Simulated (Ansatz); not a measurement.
# CoRu3: the cost of one run

Method: DFT PBE, scalar-relativistic, plane waves, PAW, in Ansatz 0.2.0.

**1. Starting point**

It takes space group P-6m2 (No. 187, hexagonal). The conventional cell has a = 2.693 Å, b = 2.693 Å, c = 8.368 Å, α = 90.00°, β = 90.00°, γ = 120.00°. Co (site symmetry -6m2) is surrounded by 6 Ru at 2.57 Å and 6 Co at 2.69 Å. Ru (site symmetry -6m2) is surrounded by 12 Ru at 2.64 to 2.69 Å. Around Ru (site symmetry 3m) lie 3 Co at 2.57 Å and 9 Ru at 2.64 to 2.69 Å.

Coordinates:

```cif
data_structure
_symmetry_space_group_name_H-M 'P 1'
_symmetry_Int_Tables_number 1
_cell_length_a 2.6933
_cell_length_b 2.6933
_cell_length_c 8.3680
_cell_angle_alpha 90.000
_cell_angle_beta 90.000
_cell_angle_gamma 120.000
_cell_volume 52.57
loop_
_atom_site_label
_atom_site_type_symbol
_atom_site_fract_x
_atom_site_fract_y
_atom_site_fract_z
_atom_site_occupancy
Co1 Co 0.33333 0.66667 0.50000 1
Ru1 Ru 0.33333 0.66667 0.00000 1
Ru2 Ru 0.66667 0.33333 0.25504 1
Ru3 Ru 0.66667 0.33333 0.74496 1
```

The cell was relaxed beforehand at this level, from a generated guess; it is a trial structure. At a tolerance of 0.05 Å it has space group P-6m2 (No. 187); it has 13.14 Å³/atom, an uncorrected energy of +0.08 eV/atom over the elements.

**2. Electronic structure at the relaxed geometry**

File input.yaml:

```yaml
crystal:
  lattice:
    - [2.6933177333, 0.0, 0.0]
    - [-1.3466588666, 2.3324815775, 0.0]
    - [0.0, 0.0, 8.3680166947]
  atoms:
    - { symbol: Co, position: [0.3333333333, 0.6666666667, 0.5], spin: 1.49 }
    - { symbol: Ru, position: [0.3333333333, 0.6666666667, 0.0] }
    - { symbol: Ru, position: [0.6666666667, 0.3333333333, 0.2550414535] }
    - { symbol: Ru, position: [0.6666666667, 0.3333333333, 0.7449585465] }
basis:
  ecutwfc: 420
kpoints:
  mp_grid: { grid: [18, 18, 6] }
  band_path:
    path:
      - [[0.0, 0.0, 0.0], [0.5, 0.0, 0.0], [0.33333333, 0.33333333, 0.0], [0.0, 0.0, 0.0], [0.0, 0.0, 0.5], [0.5, 0.0, 0.5], [0.33333333, 0.33333333, 0.5], [0.0, 0.0, 0.5]]
      - [[0.5, 0.0, 0.5], [0.5, 0.0, 0.0]]
      - [[0.33333333, 0.33333333, 0.5], [0.33333333, 0.33333333, 0.0]]
    npoints: 14
hamiltonian:
  xc: pbe
scf:
  occupations: { method: gaussian, width: 0.1 }
  n_extra_bands: 10
output:
  forces: true
  stress: true
  eigenvalues: true
  populations: true
  dos: { projected: true, de: 0.02, nscf_kmesh: { grid: [22, 22, 8] } }
  bader: true
  write_density: true
  write_potential: true
  elf: true
  volumetric_format: npy
magnetization:
  spin_polarized: true
checkpoint:
  read: start.run
  write: ck
  compress: false
  write_wavefunctions: false
  write_every: 100000
```

Started as:

```bash
$ ansatz run input.yaml --threads 4 --pin off --max-ram 8192MiB --backend cpu --events-out ev --progress --plain --runs-dir out
```

**Question.** How long does this run take on 4 threads of Intel Xeon at 2.70GHz, shared host, and how much memory does it need?

About 46 s, with a peak of 0.8 GiB.
